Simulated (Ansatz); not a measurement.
A run of Ansatz 0.2.0 is set up as follows.

File input.yaml:

```yaml
crystal:
  lattice:
    - [-1.81486819, 1.81486819, 3.6033856]
    - [1.81486819, -1.81486819, 3.6033856]
    - [1.81486819, 1.81486819, -3.6033856]
  atoms:
    - { symbol: Pt, position: [0.0, 0.0, 0.0] }
    - { symbol: Ni, position: [0.5, 0.5, 0.0], spin: 1.0 }
    - { symbol: Ni, position: [0.25, 0.75, 0.5], spin: 1.0 }
    - { symbol: Ni, position: [0.75, 0.25, 0.5], spin: 1.0 }
kpoints:
  mp_grid: { grid: [10, 10, 10] }
  band_path:
    path:
      - [0.0, 0.0, 0.0]
      - [0.5, -0.5, 0.0]
      - [0.5, -0.5, 0.1268348806]
      - [0.3134174403, -0.3134174403, 0.3134174403]
      - [0.0, 0.0, 0.0]
      - [0.5, 0.5, -0.5]
      - [0.6865825597, 0.3134174403, -0.3134174403]
      - [0.5, 0.0, 0.0]
    npoints: 6
scf:
  occupations: { method: fermi_dirac, width: 0.05 }
hamiltonian:
  xc: lda
  pseudopotentials: { kind: all_electron, lapw: { basis_error: 0.002 } }
magnetization:
  spin_polarized: true
output:
  forces: true
  stress: true
  eigenvalues: true
```

Potentials or basis: all-electron LAPW, scalar-relativistic.

The run is started by

```bash
$ ansatz run input.yaml --threads 4 --pin off --max-ram 12288MiB --backend cpu --events-out ev --progress --plain --runs-dir out
```

(1) Predict the site moments.

(2) What does it give for the net moment?

(3) Estimate the band gap along the path.

Answers

(1) Pt +0.36; Ni +0.62, +0.67 μB.

(2) 2.26 μB per cell.

(3) none (metal or under the smearing width).

Caveat: spin-orbit coupling is left out, which moves the levels of the heavy elements.
